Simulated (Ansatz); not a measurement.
# Cl2FGeH: the cost of one run

Method: RKS B3LYP/def2-SVP, in Ansatz 0.2.0.

## 1. Starting point

Bond lengths: Ge1–Cl2 2.220 Å, Ge1–Cl3 2.220 Å, Ge1–F4 1.679 Å, Ge1–H5 1.549 Å. Angles: Cl2–Ge1–Cl3 109.5°, Cl2–Ge1–F4 109.5°, Cl2–Ge1–H5 109.5°, Cl3–Ge1–F4 109.5°, Cl3–Ge1–H5 109.5°, F4–Ge1–H5 109.5°.

As a file:

```xyz
5

Ge    0.0000    0.0000    0.0000
Cl    0.0000    0.0000    2.2200
Cl    2.0935    0.0000   -0.7393
F    -0.7913    1.3709   -0.5594
H    -0.7300   -1.2648   -0.5162
```

## 2. Relaxing the start

Input file input.yaml:

```yaml
crystal:
  periodic: [false, false, false]
  atoms:
    - { symbol: Ge, position_ang: [0.0, 0.0, 0.0] }
    - { symbol: Cl, position_ang: [0.0, 0.0, 2.22] }
    - { symbol: Cl, position_ang: [2.0935, 0.0, -0.7393] }
    - { symbol: F, position_ang: [-0.7913, 1.3709, -0.5594] }
    - { symbol: H, position_ang: [-0.73, -1.2648, -0.5162] }
basis:
  gaussian: { orbitals: def2-SVP }
hamiltonian:
  xc: b3lyp
relax:
  f_tol: 0.02
  max_steps: 40
```

Command:

```bash
$ ansatz run input.yaml --threads 1 --pin off --max-ram 2048MiB --backend cpu --events-out ev --progress --plain --runs-dir out
```

What time and memory should one allow on 1 thread of Arm Neoverse V2, shared host?

About 18 s, with a peak of 0.19 GiB.
